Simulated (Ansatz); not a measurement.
# BFH4SSi: the cost of one run

Program: Ansatz 0.2.0. Level of theory: RKS PBE-D4/def2-SVP. These are calculated values, not measurements.

1 further run of the same task is left out (it didn't finish).

## Step 1: Starting point

Bond lengths: B1–Si2 2.283 Å, B1–S3 1.691 Å, B1–H4 1.196 Å, B1–F5 1.330 Å, Si2–H6 1.460 Å, Si2–H7 1.457 Å, Si2–H8 1.456 Å. Angles: B1–Si2–H6 94.7°, B1–Si2–H7 125.5°, B1–Si2–H8 100.5°, H6–Si2–H7 110.4°, H6–Si2–H8 111.8°, H7–Si2–H8 112.4°, Si2–B1–S3 122.1°, Si2–B1–H4 55.1°, Si2–B1–F5 99.4°, S3–B1–H4 75.4°, S3–B1–F5 138.5°, H4–B1–F5 137.8°.

Structure file:

```xyz
8

B    -0.8647    0.8929    0.0588
Si    0.6795   -0.7885    0.0911
S    -1.5653    1.4422   -1.3784
H    -0.0213    0.7218   -0.7717
F    -0.9259    1.1560    1.3608
H    -0.2810   -1.8267    0.4513
H     1.4891   -1.2164   -1.0420
H     1.4895   -0.3813    1.2302
```

## Step 2: Pulling towards end A

Springs on the bonds that form and break draw the guess towards this end; the thresholds are loose.

The input, input.yaml:

```yaml
crystal:
  periodic: [false, false, false]
  atoms:
    - { symbol: B, position_ang: [-0.8647, 0.8929, 0.0588] }
    - { symbol: Si, position_ang: [0.6795, -0.7885, 0.0911] }
    - { symbol: S, position_ang: [-1.5653, 1.4422, -1.3784] }
    - { symbol: H, position_ang: [-0.0213, 0.7218, -0.7717] }
    - { symbol: F, position_ang: [-0.9259, 1.156, 1.3608] }
    - { symbol: H, position_ang: [-0.281, -1.8267, 0.4513] }
    - { symbol: H, position_ang: [1.4891, -1.2164, -1.042] }
    - { symbol: H, position_ang: [1.4895, -0.3813, 1.2302] }
basis:
  gaussian: { orbitals: def2-SVP }
hamiltonian:
  xc: pbe
  dispersion: d4
relax:
  f_tol: 0.15
  max_steps: 25
  restrain:
    - { distance: [3, 1], at: 2.72, k: 30.0 }
    - { distance: [0, 1], at: 1.95, k: 30.0 }
    - { distance: [3, 2], at: 1.36, k: 30.0 }
```

Launch:

```
$ ansatz run input.yaml --threads 2 --pin off --max-ram 3072MiB --backend cpu --events-out ev --progress --plain --runs-dir out
```

What time and memory should one allow on 2 threads of Arm Neoverse V1, shared host?

About 17 s, with a peak of 0.14 GiB.
